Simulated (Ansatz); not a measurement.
# W: the cost of one run

Method: DFT LDA, scalar-relativistic, plane waves, PAW, in Ansatz 0.2.0.

2 further runs of the same task are left out: 2 set aside as unsound or not needed.

### Step 1. The starting structure

The structure is cubic, space group Fm-3m (No. 225). Conventional cell: a = 3.974 Å, b = 3.974 Å, c = 3.974 Å, α = 90.00°, β = 90.00°, γ = 90.00°. Around W (site symmetry m-3m) lie 12 W at 2.81 Å.

Structure file:

```cif
data_structure
_symmetry_space_group_name_H-M 'Fm-3m'
_symmetry_Int_Tables_number 225
_cell_length_a 3.9743
_cell_length_b 3.9743
_cell_length_c 3.9743
_cell_angle_alpha 90.000
_cell_angle_beta 90.000
_cell_angle_gamma 90.000
_cell_volume 62.78
loop_
_atom_site_label
_atom_site_type_symbol
_atom_site_symmetry_multiplicity
_atom_site_Wyckoff_symbol
_atom_site_fract_x
_atom_site_fract_y
_atom_site_fract_z
_atom_site_occupancy
W1 W 4 a 0.00000 0.00000 0.00000 1
```

It is the result of an earlier relaxation at this level (volume 15.69 Å³/atom; gap on the mesh: none (metal)).

### Step 2. Phonons at rest

input.yaml

```yaml
crystal:
  lattice:
    - [0.0, 1.9871633022, 1.9871633022]
    - [1.9871633022, 0.0, 1.9871633022]
    - [1.9871633022, 1.9871633022, 0.0]
  atoms:
    - { symbol: W, position: [0.0, 0.0, 0.0] }
basis:
  ecutwfc: 420
kpoints:
  mp_grid: { grid: [20, 20, 20] }
hamiltonian:
  xc: lda
scf:
  occupations: { method: fermi_dirac, width: 0.15 }
output:
  eigenvalues: true
phonons:
  method: dfpt
  eigenvectors: true
  qmesh: [2, 2, 2]
  temperatures: { t_max: 1000, t_step: 100 }
  qpath:
    path:
      - [[0.0, 0.0, 0.0], [0.5, 0.0, 0.5], [0.625, 0.25, 0.625]]
      - [[0.375, 0.375, 0.75], [0.0, 0.0, 0.0], [0.5, 0.5, 0.5], [0.5, 0.25, 0.75], [0.5, 0.0, 0.5]]
    npoints: 8
```

On the command line:

```console
$ ansatz run input.yaml --threads 1 --pin off --max-ram 3072MiB --backend cpu --events-out ev --progress --plain --runs-dir out
```

**Question.** How long does this run take on 1 thread of Intel Xeon at 2.50GHz (Skylake/Cascade Lake), shared host, and how much memory does it need?

About 3.3 min, with a peak of 1.1 GiB.
